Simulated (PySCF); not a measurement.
**NaI: bond curves at several levels of theory**

Aim: find the lowest electronic state of NaI, scan its bond at several levels of theory, and get bond length, wavenumber and dissociation energy from each curve.

The runs use PySCF 2.14.0; Na def2-TZVPP, I def2-TZVPP with ECP28, scalar-relativistic core potentials.

## (1) The job

A driver script around PySCF takes these settings:

* atoms: Na, I
* charge: 0
* basis: Na def2-TZVPP, I def2-TZVPP with ECP28
* Hamiltonian: scalar-relativistic core potentials
* basis functions: 82
* electrons treated: 36
* masses in u: 22.9898, 126.9045
* levels: PBE0, PBE, r²SCAN, B97-3, M06, PBEsol, B3LYP, CAM-B3LYP, HF, MP2, SCS-MP2, CCSD, CCSD(T)
* grid: 80 radial by 434 angular points
* occupations: held fixed by the projection of orbital angular momentum
* dissociation limit: Na + I, each in its ground configuration
* starting distance in angstrom: 2.885
* values of 2S to try: 0, 2

Command:

```console
$ OMP_NUM_THREADS=1 python dia.py task.json out
```

Further steps of the session: PBE0 along the bond; Higher solutions at PBE0; PBE (GGA); r²SCAN (meta-GGA); B97-3 (global hybrid GGA); M06; PBEsol (GGA); B3LYP; CAM-B3LYP (range-separated hybrid); RHF (mean field); MP2 and coupled cluster.

What does the calculation give? Wanted: for each run, Re; ωe; De; μ.

As calculated:

Lowest PBE0 solution found, without spin–orbit coupling: ¹Σ⁺ (singlet), closed shell. The other levels ran on it alone.

```
      level  Re (Å)  ωe (cm⁻¹)  De (eV)  μ (D)
        RHF   2.755      251.1     2.42  -9.74
    RHF-MP2   2.718      254.5     3.34    n/a
RHF-SCS-MP2   2.727      252.6     3.25    n/a
   RHF-CCSD   2.726      253.1     3.16    n/a
RHF-CCSD(T)   2.726      252.6     3.22    n/a
        PBE   2.724      249.8     3.21  -8.55
     PBEsol   2.709      252.5     3.36  -8.60
     r²SCAN   2.723      254.2     3.35  -9.12
      B3LYP   2.722      252.3     3.16  -8.79
       PBE0   2.714      255.7     3.23  -8.93
      B97-3   2.723      254.2     3.28  -9.14
        M06   2.744      241.0     3.34  -9.15
  CAM-B3LYP   2.700      259.7     3.19  -8.95
```

De is counted to Na + I in their ground configurations. A positive dipole means Na(−)I(+).

Differences from CCSD(T) in the same basis:

```
      level  Re (mÅ)  ωe (%)
        RHF      +29    -0.6
    RHF-MP2       -7    +0.8
RHF-SCS-MP2       +1     0.0
   RHF-CCSD        0    +0.2
        PBE       -2    -1.1
     PBEsol      -17     0.0
     r²SCAN       -3    +0.6
      B3LYP       -4    -0.1
       PBE0      -12    +1.2
      B97-3       -3    +0.7
        M06      +18    -4.6
  CAM-B3LYP      -25    +2.8
```

What this shows: Against CCSD(T) in the same basis, the bond length is nearest at RHF-CCSD (0 mÅ) and farthest at RHF (+29 mÅ); the wavenumber is nearest at RHF-SCS-MP2 and PBEsol (0.0 %) and farthest at M06 (-4.6 %). Of the levels with a De here, RHF gives the least (2.42 eV) and PBEsol the most (3.36 eV).

Correlated steps freeze 5 core orbitals. Spin–orbit coupling is left out, which matters for elements this heavy, above all for dissociation energies.
